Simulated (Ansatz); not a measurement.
# C3H9NSSi: the cost of one run

Program: Ansatz 0.2.0. Level of theory: RKS PBE0-D4/STO-3G. These are calculated values, not measurements.

## (1) The structure to begin with

Bond lengths: C1–C2 1.526 Å, C2–N3 1.461 Å, C2–Si4 1.881 Å, Si4–C5 1.898 Å, C5–S6 1.691 Å, C1–H7 1.059 Å, C1–H8 1.069 Å, C1–H9 1.178 Å, C2–H10 1.112 Å, N3–H11 1.060 Å, N3–H12 0.978 Å, Si4–H13 1.430 Å, Si4–H14 1.542 Å, C5–H15 1.102 Å. Angles (14 of 24 angles, heavy atoms first): C1–C2–N3 107.2°, C1–C2–Si4 118.7°, N3–C2–Si4 108.4°, C2–Si4–C5 112.1°, Si4–C5–S6 117.9°, C1–C2–H10 107.3°, N3–C2–H10 108.9°, Si4–C2–H10 106.0°, C2–C1–H7 113.4°, C2–C1–H8 110.3°, C2–C1–H9 109.0°, C2–N3–H11 107.8°, C2–N3–H12 113.0°, C2–Si4–H13 117.2°.

Coordinates:

```xyz
15

C    -0.1549   -0.8352    1.3339
C     0.6865   -0.2631    0.1969
N     1.4601   -1.3672   -0.3656
Si   -0.1836    0.6306   -1.2116
C    -1.3541    1.9861   -0.5823
S    -0.6693    3.3375    0.1680
H     0.4239   -1.2614    2.1114
H    -0.8842   -1.5155    0.9497
H    -0.7693    0.0366    1.8332
H     1.3867    0.4762    0.6438
H     2.0780   -1.7540    0.4037
H     0.9057   -2.1287   -0.6273
H     0.6372    1.1523   -2.2598
H    -1.1448   -0.3842   -1.8616
H    -2.4398    1.8392   -0.7032
```

## (2) Preparing the start

input.yaml reads:

```yaml
crystal:
  periodic: [false, false, false]
  atoms:
    - { symbol: C, position_ang: [-0.1549, -0.8352, 1.3339] }
    - { symbol: C, position_ang: [0.6865, -0.2631, 0.1969] }
    - { symbol: "N", position_ang: [1.4601, -1.3672, -0.3656] }
    - { symbol: Si, position_ang: [-0.1836, 0.6306, -1.2116] }
    - { symbol: C, position_ang: [-1.3541, 1.9861, -0.5823] }
    - { symbol: S, position_ang: [-0.6693, 3.3375, 0.168] }
    - { symbol: H, position_ang: [0.4239, -1.2614, 2.1114] }
    - { symbol: H, position_ang: [-0.8842, -1.5155, 0.9497] }
    - { symbol: H, position_ang: [-0.7693, 0.0366, 1.8332] }
    - { symbol: H, position_ang: [1.3867, 0.4762, 0.6438] }
    - { symbol: H, position_ang: [2.078, -1.754, 0.4037] }
    - { symbol: H, position_ang: [0.9057, -2.1287, -0.6273] }
    - { symbol: H, position_ang: [0.6372, 1.1523, -2.2598] }
    - { symbol: H, position_ang: [-1.1448, -0.3842, -1.8616] }
    - { symbol: H, position_ang: [-2.4398, 1.8392, -0.7032] }
basis:
  gaussian: { orbitals: STO-3G }
hamiltonian:
  xc: pbe0
  dispersion: d4
relax:
  f_tol: 0.02
  max_steps: 40
scf:
  lower_state_search: "off"
output:
  orbitals: {}
```

On the command line:

```console
$ ansatz run input.yaml --threads 1 --pin off --max-ram 2048MiB --backend cpu --events-out ev --progress --plain --runs-dir out
```

Q: Estimate wall time and peak memory on 1 thread of Arm Neoverse V2, shared host.

About 77 s, with a peak of 0.14 GiB.
